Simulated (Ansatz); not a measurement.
# FH6NSSi: the cost of one run

Method: UKS PBE-D4/def2-SVP, in Ansatz 0.2.0.

1 further run of the same task is left out (it didn't finish).

### Step 1. Starting point

Bond lengths: Si1–S2 2.524 Å, Si1–H3 1.447 Å, Si1–H4 1.450 Å, Si1–N5 1.721 Å, Si1–F7 2.005 Å, S2–H8 1.327 Å, N5–H9 1.008 Å, N5–H10 1.008 Å. Angles: Si1–S2–H8 94.3°, S2–Si1–H3 102.4°, S2–Si1–H4 103.2°, S2–Si1–N5 102.2°, S2–Si1–F7 73.8°, H3–Si1–H4 143.6°, H3–Si1–N5 100.0°, H3–Si1–F7 81.5°, H4–Si1–N5 99.4°, H4–Si1–F7 81.3°, N5–Si1–F7 176.0°, Si1–N5–H9 122.7°, Si1–N5–H10 122.7°, H9–N5–H10 110.1°.

Structure file:

```xyz
10

Si   -0.3235   -0.1441   -0.5229
S     0.5736    1.3044    1.3398
H    -1.7068    0.2734   -0.6010
H     0.8559   -0.4310   -1.3166
N    -0.5132   -1.6656    0.2576
H     0.3242    2.0883   -0.2475
F    -0.0408    1.6761   -1.3156
H     1.8451    1.0399    1.0689
H    -1.2779   -1.8649    0.8832
H     0.2635   -2.2765    0.4541
```

### Step 2. A restrained relaxation towards end A

Springs on the bonds that form and break draw the guess towards this end; the thresholds are loose.

input.yaml reads:

```yaml
crystal:
  periodic: [false, false, false]
  atoms:
    - { symbol: Si, position_ang: [-0.3235, -0.1441, -0.5229] }
    - { symbol: S, position_ang: [0.5736, 1.3044, 1.3398] }
    - { symbol: H, position_ang: [-1.7068, 0.2734, -0.601] }
    - { symbol: H, position_ang: [0.8559, -0.431, -1.3166] }
    - { symbol: "N", position_ang: [-0.5132, -1.6656, 0.2576] }
    - { symbol: H, position_ang: [0.3242, 2.0883, -0.2475] }
    - { symbol: F, position_ang: [-0.0408, 1.6761, -1.3156] }
    - { symbol: H, position_ang: [1.8451, 1.0399, 1.0689] }
    - { symbol: H, position_ang: [-1.2779, -1.8649, 0.8832] }
    - { symbol: H, position_ang: [0.2635, -2.2765, 0.4541] }
magnetization:
  spin_polarized: true
basis:
  gaussian: { orbitals: def2-SVP }
hamiltonian:
  xc: pbe
  dispersion: d4
relax:
  f_tol: 0.15
  max_steps: 25
  restrain:
    - { distance: [0, 6], at: 2.98, k: 30.0 }
    - { distance: [5, 1], at: 2.66, k: 30.0 }
    - { distance: [0, 1], at: 2.16, k: 30.0 }
    - { distance: [5, 6], at: 0.88, k: 30.0 }
output:
  orbitals: {}
```

Started as:

```bash
ansatz run input.yaml --threads 2 --pin off --max-ram 3072MiB --backend cpu --events-out ev --progress --plain --runs-dir out
```

**Question.** How long does this run take on 2 threads of INTEL XEON PLATINUM 8581C at 2.30GHz (Emerald Rapids), shared host, and how much memory does it need?

About 16 s, with a peak of 0.2 GiB.
